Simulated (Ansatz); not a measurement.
# AlH₈NOSi₂: up Jacob's ladder to CCSD(T)

The task here is to estimate one member of a computed series from the others.

Method: functionals in def2-TZVPP, the program's frozen cores in correlated methods; program: Ansatz 0.2.0, Gaussian basis.

Plan: PBE-D4, r2SCAN-D4, PBE0-D4, B3LYP-D4, ωB97X-V, ωB97M-V, B2PLYP; CCSD(T)/def2-TZVPP; MP2/def2-QZVPP; extrapolation to the limit.

## The relaxed structure

All runs share one geometry, relaxed beforehand with PBE0-D4 in a triple-zeta def2 set.

SMILES `[AlH2][NH][SiH2]O[SiH3]`, 13 atoms, charge 0, spin multiplicity 1.

Atoms are counted from 1 here; the program's logs count them from 0.

Bond lengths: Al1–N2 1.786 Å, Al1–H6 1.583 Å, Al1–H7 1.580 Å, N2–Si3 1.715 Å, N2–H8 1.012 Å, Si3–O4 1.637 Å, Si3–H9 1.481 Å, Si3–H10 1.487 Å, O4–Si5 1.631 Å, Si5–H11 1.488 Å, Si5–H12 1.483 Å, Si5–H13 1.486 Å. Angles: N2–Al1–H6 117.6°, N2–Al1–H7 117.8°, H6–Al1–H7 124.6°, Al1–N2–Si3 128.6°, Al1–N2–H8 116.5°, Si3–N2–H8 114.9°, N2–Si3–O4 113.3°, N2–Si3–H9 107.5°, N2–Si3–H10 109.9°, O4–Si3–H9 107.0°, O4–Si3–H10 107.4°, H9–Si3–H10 111.7°, Si3–O4–Si5 147.1°, O4–Si5–H11 110.5°, O4–Si5–H12 109.0°, O4–Si5–H13 109.9°, H11–Si5–H12 109.4°, H11–Si5–H13 108.8° and more.

Set-up of the first run:

Contents of in.yaml:

```yaml
crystal:
  periodic: [false, false, false]
  atoms:
    - {symbol: Al, position_ang: [-0.133565, 2.771837, -0.866677]}
    - {symbol: N, position_ang: [-0.801086, 1.153238, -0.513355]}
    - {symbol: Si, position_ang: [-0.558755, 0.175660, 0.874714]}
    - {symbol: O, position_ang: [0.572291, -0.987223, 0.657149]}
    - {symbol: Si, position_ang: [0.908709, -2.484714, 0.105230]}
    - {symbol: H, position_ang: [-0.529442, 3.442323, -2.244700]}
    - {symbol: H, position_ang: [0.804132, 3.435688, 0.217619]}
    - {symbol: H, position_ang: [-1.391351, 0.742753, -1.226255]}
    - {symbol: H, position_ang: [-0.070433, 1.056015, 1.960454]}
    - {symbol: H, position_ang: [-1.829350, -0.502670, 1.244739]}
    - {symbol: H, position_ang: [-0.313545, -3.333122, 0.124781]}
    - {symbol: H, position_ang: [1.946998, -3.095803, 0.970837]}
    - {symbol: H, position_ang: [1.415897, -2.408680, -1.289738]}
basis:
  gaussian: {orbitals: def2-TZVPP}
hamiltonian: {xc: pbe, dispersion: d4}
output: {forces: true, orbitals: {seedname: orbitals}}
```

Run with:

```sh
ansatz run in.yaml --threads 4 --pin off --events-out ev --progress --plain --max-ram 10444MiB
```

Among the steps run: PBE-D4 (GGA); r2SCAN-D4 (meta-GGA); PBE0-D4 (hybrid); B3LYP-D4 (hybrid); ωB97X-V (range-separated); ωB97M-V (range-separated); B2PLYP (double hybrid); CCSD(T) in def2-TZVPP; MP2 in def2-QZVPP.

One of the session's tables, all rows but one given; the rest of the session is left out.

| method | atomisation energy (kJ/mol) |
| --- | --- |
| PBE-D4 | 4234.1 |
| r2SCAN-D4 | 4263.6 |
| PBE0-D4 | 4198.4 |
| B3LYP-D4 | ? |
| ωB97X-V | 4310.9 |
| ωB97M-V | 4292.4 |
| B2PLYP | 4228.5 |
| HF/def2-TZVPP | 3176.5 |
| MP2/def2-TZVPP | 4200.1 |
| CCSD/def2-TZVPP | 4125.4 |
| CCSD(T)/def2-TZVPP | 4170.7 |
| MP2/CBS | 4327.1 |
| CCSD(T)/CBS | 4297.6 |

Estimate the missing values for B3LYP-D4.

As computed: atomisation energy (kJ/mol): 4276.9. In the column «atomisation energy (kJ/mol)» it lies between r2SCAN-D4 (4263.6) and ωB97M-V (4292.4).
